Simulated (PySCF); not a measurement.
**RbIn+: bond curves at several levels of theory**

Aim: find the lowest electronic state of RbIn+, scan its bond at several levels of theory, and get bond length, wavenumber and dissociation energy from each curve.

The runs use PySCF 2.14.0; Rb def2-SVPD with ECP28, In def2-SVPD with ECP28, scalar-relativistic core potentials.

## 1. The job

Settings of the job:

* atoms: Rb, In
* charge: 1
* basis: Rb def2-SVPD with ECP28, In def2-SVPD with ECP28
* Hamiltonian: scalar-relativistic core potentials
* basis functions: 59
* electrons treated: 29
* masses in u: 84.9118, 114.9039
* levels: PBE0, PBE, r²SCAN, PW91, r²SCANh, LDA, HF, MP2, SCS-MP2
* grid: 80 radial by 434 angular points
* occupations: held fixed by the projection of orbital angular momentum
* dissociation limit: Rb+ + In, each in its ground configuration
* starting distance in angstrom: 3.550
* values of 2S to try: 1, 3

On the command line:

```bash
$ OMP_NUM_THREADS=1 python dia.py task.json out
```

The runs that follow: PBE0 along the bond; Other states along the same grid; PBE; r²SCAN (meta-GGA); PW91 (GGA); r²SCANh (hybrid meta-GGA); LDA; UHF.

Before running it: what results should come out? Wanted: for each run, Re; ωe; De; μ.

**Answer**, as computed:

Lowest PBE0 solution found, without spin–orbit coupling: ²Σ⁺ (doublet), unpaired electrons σ ↑. State 2 has its PBE0 minimum 0.54 eV higher. State 3 has its PBE0 minimum 4.59 eV higher. The other levels ran on the lowest alone.

```csv
level,Re (Å),ωe (cm⁻¹),De (eV),μ (D)
UHF,4.410,44.6,0.432,-8.71
UHF-MP2,4.277,47.2,0.482,n/a
UHF-SCS-MP2,4.305,46.6,0.470,n/a
LDA,4.100,49.5,0.66,-6.40
PBE,4.262,44.1,0.60,-6.72
PW91,4.242,45.0,0.61,-6.70
r²SCAN,4.259,46.5,0.50,-7.74
r²SCANh,4.243,47.3,0.50,-7.78
PBE0,4.217,47.2,0.55,-7.32
```

De is counted to Rb+ + In in their ground configurations. A positive dipole points from Rb to In; in an ion it is taken about the centre of mass and does not tell which atom is negative.

**Reading.** The methods spread over 0.310 Å in bond length, from LDA to UHF. Among the levels with a De in the table, it runs from 0.432 eV (UHF) to 0.66 eV (LDA).

Correlated steps freeze 4 core orbitals. Spin–orbit coupling is left out, which matters for elements this heavy, above all for dissociation energies.
